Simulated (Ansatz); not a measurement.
**CH5GaOSSi: a ladder of functionals and wavefunction methods**

The task here is to estimate one member of a computed series from the others.

Method: functionals in def2-TZVPP, the program's frozen cores in correlated methods; program: Ansatz 0.2.0, Gaussian basis.

Levels to be run: LDA (SPW92), PBE-D4, revPBE-D4, BLYP-D4, r2SCAN-D4, B97M-V, PBE0-D4, B3LYP-D4, r2SCANh-D4, r2SCAN0-D4, HSE06-D4, BHLYP-D4, CAM-B3LYP-D4, LC-ωPBE, ωB97X-V, ωB97M-V, B2PLYP, PBE-QIDH; CCSD(T)/def2-SVP; CCSD(T)/def2-TZVPP; MP2/def2-QZVPP; extrapolation to the limit; RPA on PBE.

### The geometry

All runs share one geometry, relaxed beforehand with PBE0-D4 in a triple-zeta def2 set.

SMILES `O[SiH2][Ga]1[CH2][S]1`, 10 atoms, charge 0, spin multiplicity 1.

Atoms are counted from 1 here; the program's logs count them from 0.

Bond lengths: O1–Si2 1.648 Å, O1–H6 0.958 Å, Si2–Ga3 2.382 Å, Si2–H7 1.489 Å, Si2–H8 1.480 Å, Ga3–C4 1.949 Å, Ga3–S5 2.179 Å, C4–S5 1.864 Å, C4–H9 1.086 Å, C4–H10 1.086 Å. Angles: Si2–O1–H6 118.4°, O1–Si2–Ga3 113.1°, O1–Si2–H7 112.1°, O1–Si2–H8 105.7°, Ga3–Si2–H7 106.6°, Ga3–Si2–H8 109.4°, H7–Si2–H8 109.9°, Si2–Ga3–C4 165.7°, Si2–Ga3–S5 140.9°, C4–Ga3–S5 53.3°, Ga3–C4–S5 69.6°, Ga3–C4–H9 120.0°, Ga3–C4–H10 119.9°, S5–C4–H9 113.5°, S5–C4–H10 113.5°, H9–C4–H10 112.7°, Ga3–S5–C4 57.0°.

Set-up of the first run:

Contents of in.yaml:

```yaml
crystal:
  periodic: [false, false, false]
  atoms:
    - {symbol: O, position_ang: [-0.286070, 1.593911, 2.224754]}
    - {symbol: Si, position_ang: [-0.441150, 0.011352, 1.792611]}
    - {symbol: Ga, position_ang: [0.190328, -0.407880, -0.465635]}
    - {symbol: C, position_ang: [0.634852, -0.273571, -2.358903]}
    - {symbol: S, position_ang: [0.678582, -2.053691, -1.807049]}
    - {symbol: H, position_ang: [-0.767314, 2.253118, 1.723168]}
    - {symbol: H, position_ang: [-1.840599, -0.476523, 1.941119]}
    - {symbol: H, position_ang: [0.453321, -0.741606, 2.700475]}
    - {symbol: H, position_ang: [-0.143746, -0.065685, -3.086812]}
    - {symbol: H, position_ang: [1.605095, 0.109473, -2.660828]}
basis:
  gaussian: {orbitals: def2-TZVPP}
hamiltonian: {xc: lda}
output: {orbitals: {seedname: orbitals}}
```

Steps of the session up to this table: LDA; PBE-D4 (GGA); revPBE-D4 (GGA); BLYP-D4 (GGA); r2SCAN-D4 (meta-GGA); B97M-V (meta-GGA); PBE0-D4 (hybrid); B3LYP-D4 (hybrid); r2SCANh-D4 (hybrid); r2SCAN0-D4 (hybrid); HSE06-D4 (hybrid); BHLYP-D4 (hybrid); CAM-B3LYP-D4 (range-separated); LC-ωPBE (range-separated); ωB97X-V (range-separated); ωB97M-V (range-separated); B2PLYP (double hybrid); PBE-QIDH (double hybrid).

One table of the session follows, with a row left open; its other results are not shown here.

It belongs to the step «Orbital energies across the functionals». 

| functional | HOMO (eV) | LUMO (eV) | gap (eV) |
| --- | --- | --- | --- |
| LDA (SPW92) | -5.69 | -2.66 | 3.03 |
| PBE-D4 | -5.52 | -2.43 | 3.09 |
| revPBE-D4 | -5.45 | -2.32 | 3.13 |
| BLYP-D4 | -5.34 | -2.31 | 3.03 |
| r2SCAN-D4 | -5.74 | -2.30 | 3.44 |
| B97M-V | -5.73 | -2.40 | 3.32 |
| PBE0-D4 | -6.54 | -1.72 | 4.81 |
| B3LYP-D4 | -6.32 | -1.92 | 4.40 |
| r2SCANh-D4 | -6.12 | -2.04 | 4.08 |
| r2SCAN0-D4 | -6.69 | -1.65 | 5.03 |
| HSE06-D4 | -6.15 | -2.09 | 4.06 |
| BHLYP-D4 | -7.41 | -0.96 | 6.46 |
| CAM-B3LYP-D4 | -7.74 | -0.78 | 6.96 |
| LC-ωPBE | -9.03 | 0.27 | 9.31 |
| ωB97X-V | ? | ? | ? |
| ωB97M-V | -8.56 | 0.00 | 8.56 |

Q: Estimate the row for ωB97X-V from the others.

**Answer.** HOMO (eV): -8.70; LUMO (eV): 0.16; gap (eV): 8.86. In the column «HOMO (eV)» it lies between LC-ωPBE (-9.03) and ωB97M-V (-8.56).
